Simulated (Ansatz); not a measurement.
# CH₅ClOSSi: one species, many methods

One table from this session's results is given with a row withheld; the runs are named, their logs left out.

The runs use Ansatz 0.2.0, Gaussian basis; functionals in def2-TZVPP, the program's frozen cores in correlated methods.

Levels to be run: PBE-D4, r2SCAN-D4, PBE0-D4, B3LYP-D4, ωB97X-V, ωB97M-V, B2PLYP; CCSD(T)/def2-TZVPP; MP2/def2-QZVPP; extrapolation to the limit.

## The relaxed structure

The geometry comes from an earlier relaxation with PBE0-D4 in a triple-zeta def2 set; it is a stationary point, not always the lowest conformer.

SMILES `CO[SiH](S)Cl`, 10 atoms, charge 0, spin multiplicity 1.

Atoms are counted from 1 here; the program's logs count them from 0.

Bond lengths: C1–O2 1.414 Å, C1–H6 1.094 Å, C1–H7 1.095 Å, C1–H8 1.090 Å, O2–Si3 1.624 Å, Si3–S4 2.126 Å, Si3–Cl5 2.039 Å, Si3–H9 1.480 Å, S4–H10 1.344 Å. Angles: O2–C1–H6 111.3°, O2–C1–H7 111.1°, O2–C1–H8 107.7°, H6–C1–H7 108.8°, H6–C1–H8 109.0°, H7–C1–H8 108.8°, C1–O2–Si3 124.6°, O2–Si3–S4 108.4°, O2–Si3–Cl5 105.8°, O2–Si3–H9 113.2°, S4–Si3–Cl5 112.7°, S4–Si3–H9 109.3°, Cl5–Si3–H9 107.5°, Si3–S4–H10 93.0°.

The first run:

File in.yaml:

```yaml
crystal:
  periodic: [false, false, false]
  atoms:
    - {symbol: C, position_ang: [0.620215, -0.368181, -1.523365]}
    - {symbol: O, position_ang: [0.977390, 0.206019, -0.281156]}
    - {symbol: Si, position_ang: [0.057022, 0.155937, 1.055827]}
    - {symbol: S, position_ang: [-1.763348, 1.178680, 0.654098]}
    - {symbol: Cl, position_ang: [1.156897, 1.051427, 2.520691]}
    - {symbol: H, position_ang: [-0.325982, 0.038447, -1.892656]}
    - {symbol: H, position_ang: [0.530451, -1.456354, -1.444038]}
    - {symbol: H, position_ang: [1.409980, -0.132581, -2.237026]}
    - {symbol: H, position_ang: [-0.243702, -1.222224, 1.504027]}
    - {symbol: H, position_ang: [-2.418933, 0.548831, 1.643598]}
basis:
  gaussian: {orbitals: def2-TZVPP}
hamiltonian: {xc: pbe, dispersion: d4}
output: {forces: true, orbitals: {seedname: orbitals}}
```

Started as:

```sh
$ ansatz run in.yaml --threads 2 --pin off --events-out ev --progress --plain --max-ram 22528MiB --backend cpu
```

Among the steps run: PBE-D4 (GGA); r2SCAN-D4 (meta-GGA); PBE0-D4 (hybrid); B3LYP-D4 (hybrid); ωB97X-V (range-separated); ωB97M-V (range-separated); B2PLYP (double hybrid); CCSD(T) in def2-TZVPP; MP2 in def2-QZVPP.

One of the session's tables, all rows but one given; the rest of the session is left out.

| method | atomisation energy (kJ/mol) |
| --- | --- |
| PBE-D4 | 3585.3 |
| r2SCAN-D4 | 3555.9 |
| PBE0-D4 | 3531.5 |
| B3LYP-D4 | 3521.6 |
| ωB97X-V | ? |
| ωB97M-V | 3562.5 |
| B2PLYP | 3486.8 |
| HF/def2-TZVPP | 2576.8 |
| MP2/def2-TZVPP | 3510.5 |
| CCSD/def2-TZVPP | 3387.5 |
| CCSD(T)/def2-TZVPP | 3442.5 |
| MP2/CBS | 3619.1 |
| CCSD(T)/CBS | 3551.1 |

**Question.** Estimate the row for ωB97X-V.

As computed: atomisation energy (kJ/mol): 3561.3. In the column «atomisation energy (kJ/mol)» it lies between r2SCAN-D4 (3555.9) and ωB97M-V (3562.5).
